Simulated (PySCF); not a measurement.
# F4Gd (Gd(F)4-): the cost of one run

The runs use PySCF 2.14.0; several levels, as the steps say, no spin–orbit coupling.

1 further run of the same task is left out (for a known fault of the program).

## Step 1: Starting geometry

5 atoms, charge -1, spin multiplicity 1.

Bond lengths: Gd1–F2 2.094 Å, Gd1–F3 2.094 Å, Gd1–F4 2.094 Å, Gd1–F5 2.094 Å. Angles: F2–Gd1–F3 109.5°, F2–Gd1–F4 109.5°, F2–Gd1–F5 109.5°, F3–Gd1–F4 109.5°, F3–Gd1–F5 109.5°, F4–Gd1–F5 109.5°.

Geometry (Å):

```
Gd    0.0000    0.0000    0.0000
F     1.2092    1.2092    1.2092
F    -1.2092   -1.2092    1.2092
F     1.2092   -1.2092   -1.2092
F    -1.2092    1.2092   -1.2092
```

Formal oxidation states: Gd +3. Each metal's 7 4f electrons lie in its core potential, so multiplicities, spins and levels count the valence alone. An earlier session relaxed this geometry at PBE0, Gd lcecp-1-SVP with ECP53, F def2-SVP (singlet, point group Td).

At PBE0 on the finer grid: E = -434.984347 Eh, HOMO -4.88 eV, LUMO 3.79 eV, Mulliken charge on Gd1 +1.06 e, largest force component 0.004 eV/Å. 

Levels to run: BP86; revPBE; PBE0, TZVP. Hardware: 2 threads of Arm Neoverse V1, shared host.

## Step 2: BP86

run.py (the lines that set the calculation) reads:

```python
mol = gto.M(atom='''
Gd     0.00000     0.00000     0.00000
F      1.20925     1.20925     1.20925
F     -1.20925    -1.20925     1.20925
F      1.20925    -1.20925    -1.20925
F     -1.20925     1.20925    -1.20925''',
    basis={'Gd': 'lcecp-1-SVP', 'F': 'def2-SVP'},
    ecp={'Gd': 'lcecp-1-SVP'},
    charge=-1, spin=0)
mf = dft.RKS(mol, xc='B88,P86')
mf.grids.atom_grid = (75, 302)  # f atoms: unpruned, at least (60, 302)
mf = mf.density_fit()  # fitting sets: Gd AutoAux, F def2-universal-JKFIT
mf.conv_tol = 1e-08; mf.max_cycle = 55
mf.kernel(dm0)  # dm0: the density of the relaxed state
```

Started as:

```
$ OMP_NUM_THREADS=2 python run.py
```

**Question.** How long does this run take on 2 threads of Arm Neoverse V1, shared host?

About 3.8 s.
